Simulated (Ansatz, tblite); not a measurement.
**The cluster SnGe₅: isomers from a random search**

One table from this session's results is given with a row withheld; the runs are named, their logs left out.

Method: relaxed with r2SCAN-D4/def2-SVP, singlet; program: Ansatz 0.2.0, Gaussian basis.

12 further runs of the same task are left out: 9 that didn't finish, 3 set aside as unsound or not needed.

## The system as given

6 atoms, charge 0, spin multiplicity 1.

Atoms are counted from 1 here; the program's logs count them from 0.

Bond lengths: Ge1–Ge3 2.486 Å, Ge1–Ge4 2.502 Å, Ge1–Ge5 2.504 Å, Ge1–Sn6 2.634 Å, Ge2–Ge3 2.483 Å, Ge2–Ge4 2.503 Å, Ge2–Ge5 2.504 Å, Ge2–Sn6 2.630 Å. Angles: Ge3–Ge1–Ge4 67.7°, Ge3–Ge1–Ge5 67.7°, Ge3–Ge1–Sn6 109.6°, Ge4–Ge1–Ge5 107.8°, Ge4–Ge1–Sn6 72.7°, Ge5–Ge1–Sn6 72.7°, Ge3–Ge2–Ge4 67.7°, Ge3–Ge2–Ge5 67.7°, Ge3–Ge2–Sn6 109.8°, Ge4–Ge2–Ge5 107.8°, Ge4–Ge2–Sn6 72.8°, Ge5–Ge2–Sn6 72.8°, Ge1–Ge3–Ge2 72.6° and more.

As a file:

```xyz
6
charge 0, multiplicity 1
Ge    1.0850    0.9954   -0.0052
Ge   -1.0840   -0.9934    0.0004
Ge    0.0461   -0.0475    1.9982
Ge   -1.3624    1.4886    0.1618
Ge    1.3701   -1.4917    0.0281
Sn   -0.0547    0.0486   -2.1834
```

Sn takes a core potential in the def2 sets. No spin-orbit coupling is included.

A search from random starts with GFN2-xTB found 7 distinct shapes; 2 go on here. The structure above is candidate A, which lies 0.00 eV above the lowest at that level; B lies 0.23 eV above the lowest at that level.

Set-up of the first run:

The input, in.yaml:

```yaml
crystal:
  periodic: [false, false, false]
  atoms:
    - {symbol: Ge, position_ang: [1.084980, 0.995400, -0.005160]}
    - {symbol: Ge, position_ang: [-1.084010, -0.993420, 0.000450]}
    - {symbol: Ge, position_ang: [0.046050, -0.047510, 1.998230]}
    - {symbol: Ge, position_ang: [-1.362420, 1.488610, 0.161790]}
    - {symbol: Ge, position_ang: [1.370130, -1.491690, 0.028120]}
    - {symbol: Sn, position_ang: [-0.054730, 0.048610, -2.183440]}
basis:
  gaussian: {orbitals: def2-SVP}
hamiltonian: {xc: r2scan, dispersion: d4}
scf: {lower_state_search: "off"}
output: {orbitals: {seedname: orbitals}}
relax: {f_tol: 0.02, max_steps: 100}
```

Started as:

```sh
> ansatz run in.yaml --threads 4 --pin off --events-out ev --progress --plain --max-ram 4787MiB
```

Steps of the session up to this table: Relaxing candidate A; Relaxing candidate B; Candidate B, PBE0-D4/def2-TZVP; Candidate B, PBE-D4/def2-TZVP; Candidate B, r2SCAN-D4/def2-TZVP; Candidate B, B97M-V/def2-TZVP; Candidate B, MP2/def2-TZVP.

One table of the session follows, with a row left open; its other results are not shown here.

It belongs to the step «B against A». 

| level | B above A (kJ/mol) |
| --- | --- |
| GFN1-xTB | +0.3 |
| GFN2-xTB | +21.0 |
| HF/def2-TZVP | +50.3 |
| PBE-D4/def2-TZVP | ? |
| r2SCAN-D4/def2-TZVP | +51.1 |
| B97M-V/def2-TZVP | +55.4 |
| PBE0-D4/def2-TZVP | +49.3 |
| MP2/def2-TZVP | +55.3 |

Q: Estimate the row for PBE-D4/def2-TZVP from the others.

As computed: B above A (kJ/mol): +45.1. In the column «B above A (kJ/mol)» it lies between GFN2-xTB (+21.0) and PBE0-D4/def2-TZVP (+49.3).

To keep in mind: A random search of this size may have missed the true lowest shape. Only singlets are compared; another spin may lie lower and prefer another shape.
